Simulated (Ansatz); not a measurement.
# ScGaS: the cost of one run

Method: DFT PBE, scalar-relativistic, plane waves, PAW, in Ansatz 0.2.0.

1 further run of the same task is left out (it didn't finish). Runs told in other sessions of the task aren't counted.

**1. Starting point**

It takes space group P-6m2 (No. 187, hexagonal). The conventional cell has a = 4.053 Å, b = 4.053 Å, c = 4.830 Å, α = 90.00°, β = 90.00°, γ = 120.00°. Sc (site symmetry -6m2) has 6 Ga at 3.36 Å and 6 S at 3.36 Å in its first shell of neighbours. Ga (site symmetry -6m2) has 3 S at 2.34 Å in its first shell of neighbours. Around S (site symmetry -6m2) lie 3 Ga at 2.34 Å and 6 Sc at 3.36 Å.

Structure file:

```cif
data_structure
_symmetry_space_group_name_H-M 'P-6m2'
_symmetry_Int_Tables_number 187
_cell_length_a 4.0533
_cell_length_b 4.0533
_cell_length_c 4.8298
_cell_angle_alpha 90.000
_cell_angle_beta 90.000
_cell_angle_gamma 120.000
_cell_volume 68.72
loop_
_atom_site_label
_atom_site_type_symbol
_atom_site_symmetry_multiplicity
_atom_site_Wyckoff_symbol
_atom_site_fract_x
_atom_site_fract_y
_atom_site_fract_z
_atom_site_occupancy
Sc1 Sc 1 a 0.00000 0.00000 0.00000 1
Ga1 Ga 1 d 0.33333 0.66667 0.50000 1
S1 S 1 f 0.66667 0.33333 0.50000 1
```

The cell is invented: species swapped into a database cell of BaCuGe (P-6m2, No. 187), with Sc on the Ba sites, Ga on the Cu sites and S on the Ge sites. Lengths come from tabulated atomic sizes and are only a guess.

**2. A first look at the guess**

Input file input.yaml:

```yaml
crystal:
  lattice:
    - [4.05332905, 0.0, 0.0]
    - [-2.02666452, 3.51028593, 0.0]
    - [0.0, 0.0, 4.82983764]
  atoms:
    - { symbol: Sc, position: [0.0, 0.0, 0.0] }
    - { symbol: Ga, position: [0.33333333, 0.66666667, 0.5] }
    - { symbol: S, position: [0.66666667, 0.33333333, 0.5] }
basis:
  ecutwfc: 420
kpoints:
  mp_grid: { grid: [6, 6, 4] }
hamiltonian:
  xc: pbe
scf:
  occupations: { method: gaussian, width: 0.1 }
  lower_state_search: "off"
output:
  forces: true
  stress: true
  eigenvalues: true
```

The run is started by

```bash
ansatz run input.yaml --threads 1 --pin off --max-ram 2560MiB --backend cpu --events-out ev --progress --plain --runs-dir out
```

What time and memory should one allow on 1 thread of Intel Xeon at 2.50GHz (Skylake/Cascade Lake), shared host?

About 5.6 s, with a peak of 0.38 GiB.
